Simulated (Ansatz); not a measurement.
# ErH: the cost of one run

Method: DFT PBE, scalar-relativistic, plane waves, PAW; 4f electrons in the core of a trivalent norm-conserving potential, in Ansatz 0.2.0.

### Step 1. Starting point

The structure is tetragonal, space group P4/mmm (No. 123). The conventional cell has a = 2.599 Å, b = 2.599 Å, c = 2.863 Å, α = 90.00°, β = 90.00°, γ = 90.00°. Around Er (site symmetry 4/mmm) lie 4 H at 1.84 Å. H (site symmetry 4/mmm) has 4 Er at 1.84 Å in its first shell of neighbours.

As a file:

```cif
data_structure
_symmetry_space_group_name_H-M 'P 1'
_symmetry_Int_Tables_number 1
_cell_length_a 2.5988
_cell_length_b 2.5988
_cell_length_c 2.8633
_cell_angle_alpha 90.000
_cell_angle_beta 90.000
_cell_angle_gamma 90.000
_cell_volume 19.34
loop_
_atom_site_label
_atom_site_type_symbol
_atom_site_fract_x
_atom_site_fract_y
_atom_site_fract_z
_atom_site_occupancy
Er1 Er 0.00000 0.00000 0.50000 1
H1 H 0.50000 0.50000 0.50000 1
```

The cell is invented: random cell by space group and Wyckoff sites (P4/mmm, No. 123). Its size is a rough estimate.

### Step 2. A first look at the guess

Input file input.yaml:

```yaml
crystal:
  lattice:
    - [2.59883018, 0.0, 0.0]
    - [0.0, 2.59883018, 0.0]
    - [0.0, 0.0, 2.86328982]
  atoms:
    - { symbol: Er, position: [0.0, 0.0, 0.5] }
    - { symbol: H, position: [0.5, 0.5, 0.5] }
basis:
  ecutwfc: 770
kpoints:
  mp_grid: { grid: [6, 6, 6] }
hamiltonian:
  xc: pbe
  pseudopotentials:
    kind: paw
    azcp: { Er: "pseudopotentials/pbe/nc/lanthanide_3plus/Er.nc.azcp" }
scf:
  occupations: { method: gaussian, width: 0.1 }
  lower_state_search: "off"
output:
  forces: true
  stress: true
  eigenvalues: true
```

On the command line:

```bash
> ansatz run input.yaml --threads 1 --pin off --max-ram 2560MiB --backend cpu --events-out ev --progress --plain --runs-dir out
```

What time and memory should one allow on 1 thread of Intel Xeon at 2.50GHz (Skylake/Cascade Lake), shared host?

About 2.2 s, with a peak of 0.28 GiB.
